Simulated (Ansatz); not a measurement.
# CH4O3Si: one species, many methods

The task here is to estimate one member of a computed series from the others.

The runs use Ansatz 0.2.0, Gaussian basis; functionals in def2-TZVPP, the program's frozen cores in correlated methods.

Plan: LDA (SPW92), PBE-D4, revPBE-D4, BLYP-D4, r2SCAN-D4, B97M-V, PBE0-D4, B3LYP-D4, r2SCANh-D4, r2SCAN0-D4, HSE06-D4, BHLYP-D4, CAM-B3LYP-D4, LC-ωPBE, ωB97X-V, ωB97M-V, B2PLYP, PBE-QIDH; CCSD(T)/def2-SVP; CCSD(T)/def2-TZVPP; MP2/def2-QZVPP; extrapolation to the limit; RPA on PBE.

### The geometry

All runs share one geometry, relaxed beforehand with PBE0-D4 in a triple-zeta def2 set.

SMILES `O[Si]1(O)CO1`, 9 atoms, charge 0, spin multiplicity 1.

Atoms are counted from 1 here; the program's logs count them from 0.

Bond lengths: O1–Si2 1.619 Å, O1–H6 0.958 Å, Si2–O3 1.619 Å, Si2–C4 1.792 Å, Si2–O5 1.634 Å, O3–H7 0.958 Å, C4–O5 1.522 Å, C4–H8 1.089 Å, C4–H9 1.089 Å. Angles: Si2–O1–H6 116.7°, O1–Si2–O3 103.9°, O1–Si2–C4 125.9°, O1–Si2–O5 120.5°, O3–Si2–C4 125.8°, O3–Si2–O5 120.6°, C4–Si2–O5 52.5°, Si2–O3–H7 116.8°, Si2–C4–O5 58.4°, Si2–C4–H8 123.5°, Si2–C4–H9 123.5°, O5–C4–H8 111.6°, O5–C4–H9 111.6°, H8–C4–H9 112.0°, Si2–O5–C4 69.1°.

As a file:

```xyz
9
CH4O3Si
O    -0.8670    0.3085   -1.7251
Si    0.1367    0.1133   -0.4697
O     1.5864   -0.0950   -1.1600
C    -0.3297   -0.4254    1.1750
O    -0.0223    1.0341    0.8703
H    -1.7707    0.5537   -1.5208
H     2.3424   -0.1353   -0.5724
H     0.3751   -0.8413    1.8928
H    -1.3623   -0.5589    1.4928
```

The first run:

in.yaml reads:

```yaml
crystal:
  periodic: [false, false, false]
  atoms:
    - {symbol: O, position_ang: [-0.867042, 0.308479, -1.725141]}
    - {symbol: Si, position_ang: [0.136662, 0.113299, -0.469694]}
    - {symbol: O, position_ang: [1.586385, -0.095020, -1.160015]}
    - {symbol: C, position_ang: [-0.329740, -0.425391, 1.175030]}
    - {symbol: O, position_ang: [-0.022295, 1.034071, 0.870333]}
    - {symbol: H, position_ang: [-1.770707, 0.553720, -1.520769]}
    - {symbol: H, position_ang: [2.342400, -0.135257, -0.572369]}
    - {symbol: H, position_ang: [0.375102, -0.841317, 1.892808]}
    - {symbol: H, position_ang: [-1.362264, -0.558887, 1.492816]}
basis:
  gaussian: {orbitals: def2-TZVPP}
hamiltonian: {xc: lda}
output: {orbitals: {seedname: orbitals}}
```

Launch:

```sh
> ansatz run in.yaml --threads 2 --pin off --events-out ev --progress --plain --max-ram 4352MiB
```

Steps of the session up to this table: LDA; PBE-D4 (GGA); revPBE-D4 (GGA); BLYP-D4 (GGA); r2SCAN-D4 (meta-GGA); B97M-V (meta-GGA); B3LYP-D4 (hybrid); r2SCANh-D4 (hybrid); r2SCAN0-D4 (hybrid); HSE06-D4 (hybrid); BHLYP-D4 (hybrid); CAM-B3LYP-D4 (range-separated); LC-ωPBE (range-separated); ωB97X-V (range-separated); ωB97M-V (range-separated); B2PLYP (double hybrid); PBE-QIDH (double hybrid).

One of the session's tables, all rows but one given; the rest of the session is left out.

```
  functional  HOMO (eV)  gap (eV)
 LDA (SPW92)      -6.31      5.37
      PBE-D4      -6.13      5.38
   revPBE-D4      -6.05      5.41
     BLYP-D4      -6.03      5.27
   r2SCAN-D4      -6.40      6.25
      B97M-V      -6.45      6.02
     PBE0-D4      -7.54      7.74
    B3LYP-D4      -7.33      7.16
  r2SCANh-D4      -6.93      7.08
  r2SCAN0-D4      -7.73      8.31
    HSE06-D4          ?         ?
    BHLYP-D4      -8.89      9.82
CAM-B3LYP-D4      -9.00     10.02
     LC-ωPBE     -10.35     12.76
     ωB97X-V      -9.97     12.17
     ωB97M-V      -9.85     11.63
```

Q: Estimate the row for HSE06-D4 from the others.

As computed: HOMO (eV): -7.14; gap (eV): 6.96. In the column «HOMO (eV)» it lies between B3LYP-D4 (-7.33) and r2SCANh-D4 (-6.93).
